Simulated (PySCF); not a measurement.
**The bond of ZnS, level by level**

One table from this session's results is given with a row withheld; the runs are named, their logs left out.

Computed with PySCF 2.14.0. Level: Zn def2-TZVPPD, S def2-TZVPPD, no relativity.

The first run:

A driver script around PySCF takes these settings:

```json
{"atoms": "Zn, S", "charge": "0", "basis": "Zn def2-TZVPPD, S def2-TZVPPD", "Hamiltonian": "no relativity", "basis functions": "118", "electrons treated": "46", "masses in u": "63.9291, 31.9721", "levels": "PBE0, PBE, r²SCAN, BHandHLYP, revPBE, TPSSh, PW91, MN15, ωB97X-V, HF, MP2, SCS-MP2, CCSD, CCSD(T)", "grid": "80 radial by 434 angular points", "occupations": "held fixed by the projection of orbital angular momentum", "dissociation limit": "Zn + S, each in its ground configuration", "starting distance in angstrom": "2.175", "values of 2S to try": "0, 2"}
```

Started as:

```
$ OMP_NUM_THREADS=2 python dia.py task.json out
```

Among the steps run: The job; The PBE0 curve of the state that the search chose; Higher solutions at PBE0; PBE; r²SCAN; BHandHLYP; revPBE (GGA); TPSSh; PW91 (GGA); MN15 (hybrid meta-GGA); ωB97X-V (range-separated hybrid); RHF (mean field); Adding correlation.

One of the session's tables, all rows but one given; the rest of the session is left out.

It belongs to the step «The curves together». Energy (eV) from each level's lowest point:

| R (Å) | RHF | RHF-MP2 | RHF-SCS-MP2 | RHF-CCSD | RHF-CCSD(T) |
| --- | --- | --- | --- | --- | --- |
| 1.773 | 1.338 | 1.025 | 1.130 | n/a | n/a |
| 1.856 | 0.635 | 0.440 | 0.511 | 0.548 | 0.546 |
| 1.938 | 0.229 | 0.126 | 0.167 | 0.188 | 0.187 |
| 2.000 | ? | ? | ? | ? | ? |
| 2.062 | 0.000 | 0.000 | 0.000 | 0.000 | 0.000 |
| 2.124 | 0.000 | 0.043 | 0.024 | 0.012 | 0.013 |
| 2.206 | 0.074 | 0.175 | 0.130 | 0.097 | 0.103 |
| 2.309 | 0.238 | 0.421 | 0.343 | 0.278 | 0.290 |
| 2.433 | 0.483 | 0.782 | 0.664 | 0.551 | 0.574 |
| 2.598 | 0.816 | 1.285 | 1.119 | n/a | n/a |

Q: Estimate the row for R (Å) = 2.000 from the others.

Worked estimate for «RHF». A straight line through the neighbours (1.938, 0.229) and (2.062, 0.000) gives 0.229 + (0.000 − 0.229) × (2.000 − 1.938) / (2.062 − 1.938) = 0.114; a parabola fitted to 4 rows on both sides gives 0.063.

**Answer.** RHF: 0.069; RHF-MP2: 0.021; RHF-SCS-MP2: 0.041; RHF-CCSD: 0.052; RHF-CCSD(T): 0.051. In «RHF» the line misses by +0.045 and the parabola by -0.006.
